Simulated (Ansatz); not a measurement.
Relaxation of a periodic cell of 17 atoms, Si16O (host Si, host structure diamond, interstitial O), to a largest force component of 0.08 eV/Å in at most 25 steps.

All numbers below come from DFT PBE, scalar-relativistic, plane waves, PAW in Ansatz 0.2.0. Settings: accuracy low, PAW set soft_1, cutoff 420 eV, k mesh 2x2x2, fermi-dirac smearing 0.02 eV, spin collinear.

```xyz
17
Lattice="0.0000 5.4300 5.4300 5.4300 0.0000 5.4300 5.4300 5.4300 0.0000" Properties=species:S:1:pos:R:3
Si 0.000 0.000 0.000
Si 1.357 1.357 1.357
Si 2.715 2.715 0.000
Si 4.072 4.072 1.357
Si 2.715 0.000 2.715
Si 4.072 1.357 4.072
Si 5.430 2.715 2.715
Si 6.787 4.072 4.072
Si 0.000 2.715 2.715
Si 1.357 4.072 4.072
Si 2.715 5.430 2.715
Si 4.072 6.787 4.072
Si 2.715 2.715 5.430
Si 4.072 4.072 6.787
Si 5.430 5.430 5.430
Si 6.787 6.787 6.787
O 5.519 2.698 5.495
```

Task: Where does it end, and by what steps?

Result: The run converged. Limits of this set-up: coarse k mesh, a small cell, in which the defect meets its images, low accuracy level. After 8 steps the energy has fallen by 1.253 eV; O17 moved furthest, 0.79 Å. Joined: Si8–O17 (2.35 → 1.94 Å), Si14–O17 (2.38 → 1.94 Å).

| step | energy less start (eV) | largest force component (eV/Å) | accepted |
| --- | --- | --- | --- |
| 0 | 0.0000 | 0.496 | yes |
| 1 | -0.0869 | 0.764 | yes |
| 2 | -0.4057 | 0.931 | yes |
| 3 | -0.5112 | 0.902 | yes |
| 4 | -0.9630 | 1.031 | yes |
| 5 | -1.1293 | 0.229 | yes |
| 6 | -1.1867 | 0.264 | yes |
| 7 | -1.2386 | 0.135 | yes |
| 8 | -1.2530 | 0.041 | yes |

```xyz
17
Lattice="0.0000 5.4300 5.4300 5.4300 0.0000 5.4300 5.4300 5.4300 0.0000" Properties=species:S:1:pos:R:3
Si -0.023 0.039 -0.025
Si 1.225 1.571 1.220
Si 2.912 2.645 -0.065
Si 4.137 4.043 1.333
Si 2.627 -0.098 2.624
Si 3.971 1.259 3.975
Si 5.410 2.687 2.756
Si 6.659 3.930 4.287
Si -0.064 2.644 2.903
Si 1.332 4.043 4.130
Si 2.597 5.304 2.594
Si 3.948 6.656 3.944
Si 2.752 2.690 5.411
Si 4.283 3.934 6.657
Si 5.363 5.608 5.362
Si 6.759 6.836 6.760
O 5.932 3.208 5.929
```

Whether the end is a true minimum wasn't checked by a vibrational analysis.

Run time: 3.3 min on 1 thread of Arm Neoverse V2, with other jobs on the host, peak memory 0.66 GiB.
